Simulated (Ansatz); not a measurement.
Molecular dynamics of Mg$_{8}$HO$_{8}$

Input file:

```yaml
crystal:
  lattice:
    - [0.0, 4.2483, 4.2483]
    - [4.2483, 0.0, 4.2483]
    - [4.2483, 4.2483, 0.0]
  atoms:
    - { symbol: Mg, position: [-0.0096805, -0.04889223, 0.01198029] }
    - { symbol: O, position: [0.24219343, 0.20710883, 0.2470616] }
    - { symbol: Mg, position: [0.00463617, -0.00585201, 0.49453022] }
    - { symbol: O, position: [0.2406857, 0.22938617, 0.74730708] }
    - { symbol: Mg, position: [0.01479487, 0.49051107, -0.02900471] }
    - { symbol: O, position: [0.26234429, 0.72015552, 0.24017268] }
    - { symbol: Mg, position: [0.0129936, 0.46880358, 0.48464458] }
    - { symbol: O, position: [0.26256838, 0.73857452, 0.72603033] }
    - { symbol: Mg, position: [0.50845928, -0.01739375, -0.02265314] }
    - { symbol: O, position: [0.74921573, 0.22616818, 0.25750476] }
    - { symbol: Mg, position: [0.523339, -0.02323834, 0.48550127] }
    - { symbol: O, position: [0.79391934, 0.192925, 0.75177102] }
    - { symbol: Mg, position: [0.51765445, 0.46512464, -0.00268491] }
    - { symbol: O, position: [0.76944697, 0.71480578, 0.25189403] }
    - { symbol: Mg, position: [0.50956771, 0.49277455, 0.45844582] }
    - { symbol: O, position: [0.76157146, 0.71474563, 0.74832267] }
    - { symbol: H, position: [0.42719509, 0.3859644, 0.80748052], spin: 1.0 }
magnetization:
  spin_polarized: true
basis:
  ecutwfc: 420.0
kpoints:
  mp_grid: { grid: [2, 2, 2] }
hamiltonian:
  xc: pbe
  pseudopotentials: { kind: paw, azcp: { folder: soft_1 } }
scf:
  occupations: { method: fermi_dirac, width: 0.05 }
  lower_state_search: "off"
  max_iter: 97
md:
  timestep: 0.5
  n_steps: 200
  ensemble: nvt_nose_hoover
  temperature: 840.0
  initial_velocities: zero
  seed: 727462
  nose_hoover: { tau: 100.0, chain_length: 1 }
```

Command:

```bash
$ ansatz run input.yaml --threads 2 --pin off --max-ram 5120MiB --backend cpu --events-out ev --progress --plain --runs-dir out
```

It goes on from the last frame of an earlier run, with new velocities.

Output, in part (step lines):

```
md step     0: t =     0.00 fs  T =     0.0 K  F+E_penalty+E_count = -19964.14070221 eV  E_kin = 0.000000 eV  conserved = -19964.14070221 eV  (14 SCF iters)
md step     1: t =     0.50 fs  T =     1.0 K  F+E_penalty+E_count = -19964.14270989 eV  E_kin = 0.002005 eV  conserved = -19964.14070514 eV  (5 SCF iters)
md step     2: t =     1.00 fs  T =     3.9 K  F+E_penalty+E_count = -19964.14868632 eV  E_kin = 0.007973 eV  conserved = -19964.14071372 eV  (5 SCF iters)
md step     3: t =     1.50 fs  T =     8.6 K  F+E_penalty+E_count = -19964.15849400 eV  E_kin = 0.017769 eV  conserved = -19964.14072756 eV  (6 SCF iters)
md step     4: t =     2.00 fs  T =    15.1 K  F+E_penalty+E_count = -19964.17191135 eV  E_kin = 0.031172 eV  conserved = -19964.14074598 eV  (6 SCF iters)
md step     5: t =     2.50 fs  T =    23.2 K  F+E_penalty+E_count = -19964.18864340 eV  E_kin = 0.047891 eV  conserved = -19964.14076810 eV  (6 SCF iters)
md step     6: t =     3.00 fs  T =    32.7 K  F+E_penalty+E_count = -19964.20833498 eV  E_kin = 0.067573 eV  conserved = -19964.14079300 eV  (6 SCF iters)
md step     7: t =     3.50 fs  T =    43.4 K  F+E_penalty+E_count = -19964.23058562 eV  E_kin = 0.089822 eV  conserved = -19964.14081970 eV  (6 SCF iters)
[... lines left out ...]
md step   200: t =   100.00 fs  T =   367.6 K  F+E_penalty+E_count = -19964.52031352 eV  E_kin = 0.760340 eV  conserved = -19964.14084287 eV  (7 SCF iters)
```

The steps, from the saved trajectory:

```
time (fs)  T (K)  potential energy less start (eV)  conserved less start (meV/atom)
      0.0      0                             0.000                             0.00
      3.0     33                            -0.068                            -0.01
      6.0    108                            -0.224                            -0.01
      9.0    187                            -0.385                            -0.02
     12.0    248                            -0.509                            -0.02
     15.0    302                            -0.617                            -0.02
     18.0    347                            -0.705                            -0.02
     21.0    358                            -0.721                            -0.02
     24.0    324                            -0.643                            -0.02
     27.0    271                            -0.527                            -0.01
     30.0    238                            -0.452                            -0.01
     33.0    229                            -0.426                            -0.01
     36.0    223                            -0.407                            -0.02
     39.0    210                            -0.372                            -0.01
     42.0    204                            -0.353                            -0.01
     45.0    217                            -0.371                            -0.01
     48.0    236                            -0.401                            -0.02
     51.0    237                            -0.393                            -0.02
     54.0    221                            -0.349                            -0.01
     57.0    218                            -0.331                            -0.01
     60.0    240                            -0.365                            -0.01
     63.0    270                            -0.413                            -0.02
     66.0    280                            -0.418                            -0.02
     69.0    268                            -0.376                            -0.01
     72.0    256                            -0.334                            -0.01
     75.0    259                            -0.323                            -0.01
     78.0    260                            -0.307                            -0.02
     81.0    237                            -0.243                            -0.01
     84.0    206                            -0.162                             0.00
     87.0    200                            -0.135                             0.00
     90.0    232                            -0.184                            -0.01
     93.0    275                            -0.252                            -0.01
     96.0    308                            -0.295                            -0.01
     99.0    350                            -0.354                            -0.01
```

The run went to its last step. The conserved energy stayed within 0.025 meV per atom of its start (net change -0.0083 meV per atom), so the integration is sound. The mean temperature of the second half is 70 % below the set value. A run of 0.1 ps of so small a system gives no equilibrium averages. Limits of this set-up: coarse k mesh.

Mean squared displacements from the first frame to the last, about the centre of mass: Mg 0.02 Å², O 0.01 Å², H 0.24 Å².

Last frame:

```xyz
17
Lattice="0.0000 4.2483 4.2483 4.2483 0.0000 4.2483 4.2483 4.2483 0.0000" Properties=species:S:1:pos:R:3
Mg -0.154 -0.025 -0.040
O 1.993 2.128 1.985
Mg 1.940 2.129 -0.030
O 4.035 4.165 1.931
Mg 1.965 -0.019 2.109
O 4.087 2.139 4.178
Mg 4.101 2.157 2.120
O 6.219 4.265 4.269
Mg -0.202 2.074 2.011
O 2.045 4.176 4.086
Mg 2.004 4.253 2.065
O 4.007 6.438 4.137
Mg 2.030 2.141 4.202
O 4.078 4.285 6.373
Mg 4.071 4.233 4.130
O 6.262 6.438 6.344
H 5.154 5.410 3.001
```

The run took 8.3 min on 2 threads of Intel(R) Xeon(R) 6975P-C (Granite Rapids) (shared host), peak memory 0.59 GiB.
